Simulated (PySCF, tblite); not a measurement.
# C8H15B: geometry, infrared bands, NMR shifts and electronic excitations

Wanted: the infrared bands, NMR shifts and electronic excitations of C8H15B (`B1CCC[C@@H](C2CC2)C1`), by calculation.

Computed with tblite 0.8.0 and PySCF 2.14.0, with density-fitted response routines of our own, on a single molecule in the gas phase. Atoms count from 0, in the outputs and in this text.

## 1. The starting structure

24 atoms, charge 0, multiplicity 1; geometry from: force field or distance geometry start.

Bonds of the start (Å): B0–C1 1.58, C1–C2 1.53, C2–C3 1.55, C3–C4 1.53, C4–C5 1.54, C5–C6 1.52, C6–C7 1.52, C4–C8 1.54, C8–B0 1.60, C7–C5 1.51, B0–H9 1.18, C1–H10 1.12, C1–H11 1.11, C2–H12 1.10, C2–H13 1.12, C3–H14 1.11, C3–H15 1.13, C4–H16 1.12, C5–H17 1.11, C6–H18 1.12, C6–H19 1.11, C7–H20 1.11, C7–H21 1.11, C8–H22 1.11, C8–H23 1.11.

## 2. Relaxing the molecule with GFN2-xTB

What the job is given:

```
{"job": {"kind": "relax", "xc": "GFN2-xTB", "basis": "xTB"}, "charge": 0, "multiplicity": 1}
B      1.952700     1.177000    -0.779500
C      2.735200     0.002300    -0.073200
C      1.888100    -1.274000     0.018100
C      0.491400    -0.985900     0.613500
C     -0.301600     0.017400    -0.226800
C     -1.703600     0.226800     0.375100
C     -2.758300    -0.773100    -0.055900
C     -2.781000     0.646000    -0.597900
C      0.434000     1.371600    -0.317200
H      2.550900     2.154800    -1.038200
H      3.015900     0.322600     0.959500
H      3.665500    -0.218900    -0.630900
H      2.399500    -2.022400     0.650000
H      1.763400    -1.705300    -1.005400
H     -0.071200    -1.943800     0.675900
H      0.607400    -0.608200     1.672100
H     -0.388400    -0.390100    -1.263200
H     -1.809500     0.620100     1.409700
H     -3.538600    -0.974400     0.719000
H     -2.435200    -1.540100    -0.785500
H     -2.488400     0.724700    -1.664300
H     -3.583900     1.281500    -0.161100
H     -0.078800     2.044300    -1.034900
H      0.422700     1.866800     0.674300
```

Run with:

```
> OMP_NUM_THREADS=1 python probes_run.py task.json out
```

This one command runs all jobs of the session in turn.

**Question.** This job is followed by: GFN2-xTB harmonic vibrations, gas phase; PBE0-D3(BJ)/def2-SVP geometry optimisation, gas phase; GIAO PBE0/pcSseg-1 NMR shielding, non-relativistic, gas phase; TDDFT CAM-B3LYP/def2-SVPD, vertical, gas phase, core orbitals frozen in the response; GIAO mPW1PW91/pcSseg-1 NMR shielding, non-relativistic, gas phase. Predict these results of the whole session: strongest single infrared mode (GFN2-xTB); zero-point energy (GFN2-xTB); point group; rotational constants (main isotopes); 13C shifts against TMS (PBE0/pcSseg-1); 1H shifts against TMS (PBE0/pcSseg-1); 11B shifts against BF3·OEt2 (PBE0/pcSseg-1); surface potential, 1st and 99th percentile; lowest singlet (CAM-B3LYP/def2-SVPD); brightest single state of those computed; lowest triplet; vertical ionisation energy (ΔSCF); range of the shift of B0.

The runs gave:

```
                                   quantity                                                                                            value
  strongest single infrared mode (GFN2-xTB)                                                                            2617 cm⁻¹, 176 km/mol
               zero-point energy (GFN2-xTB)                                                                                   133.0 kcal/mol
                                point group                                                                                               C1
       rotational constants (main isotopes)                                                                             3.52, 1.00, 0.83 GHz
     13C shifts against TMS (PBE0/pcSseg-1)                                                 43.7, 37.5, 36.0, 30.6, 25.8, 22.0, 5.8, 5.7 ppm
      1H shifts against TMS (PBE0/pcSseg-1)  7.63, 2.32, 2.04, 1.85, 1.82, 1.31, 1.11, 0.74, 0.60, 0.47, 0.45, 0.25, 0.09, 0.04 ppm and more
11B shifts against BF3·OEt2 (PBE0/pcSseg-1)                                                                                         87.2 ppm
      surface potential, 1st and 99th percentile                                                                               -0.51 V and 0.93 V
       lowest singlet (CAM-B3LYP/def2-SVPD)                                                                      5.81 eV (213 nm), f = 0.002
   brightest single state of those computed                                                                      state 8, 7.90 eV, f = 0.026
                             lowest triplet                                                                                          5.33 eV
          vertical ionisation energy (ΔSCF)                                                                                          9.69 eV
                   range of the shift of B0                                                                                 86.6 to 87.2 ppm
```

Over 55 steps the energy fell by 0.585 eV; of the close pairs, C6–H18 changed most, 1.118 to 1.080 Å (GFN2-xTB). All 66 modes are real, so the xTB geometry is a minimum. The strongest single mode, at 2617 cm⁻¹, moves mainly H9. GFN2-xTB is a fitted tight-binding method: band positions and strengths are rough. Its intensities can rank the bands wrongly. The optimisation took 5 steps and gained 0.259 eV; among the close pairs (by a distance rule), C2–C3 changed most, from 1.482 to 1.525 Å (PBE0/def2-SVP). No frequency check was run at this level, so the end point may be a saddle. At PBE0/pcSseg-1: The widest tensor belongs to B0: span 189 ppm, with a paramagnetic part of -174 ppm. At PBE0/pcSseg-1, counted by nearest atom on the grid, the HOMO lies on C5 18 %; C4, C6, C7 about 9 % each, the LUMO on B0 52 %; H9 14 %. The first singlet state (HOMO−1→LUMO 0.41, HOMO−2→LUMO 0.28) lies at 5.81 eV and is weak; of the 10 states computed, the strongest absorption comes from state 8 at 7.90 eV. The lowest triplet lies 0.48 eV below the lowest singlet (triplets in Tamm-Dancoff, singlets in full TDDFT). The orbital energy would give 9.05 eV for ionisation, ΔSCF gives 9.69 eV. In ppm, B0 moves most: its shift spreads over 0.6 ppm, from 86.6 (mPW1PW91/pcSseg-1) to 87.2 (PBE0/pcSseg-1).
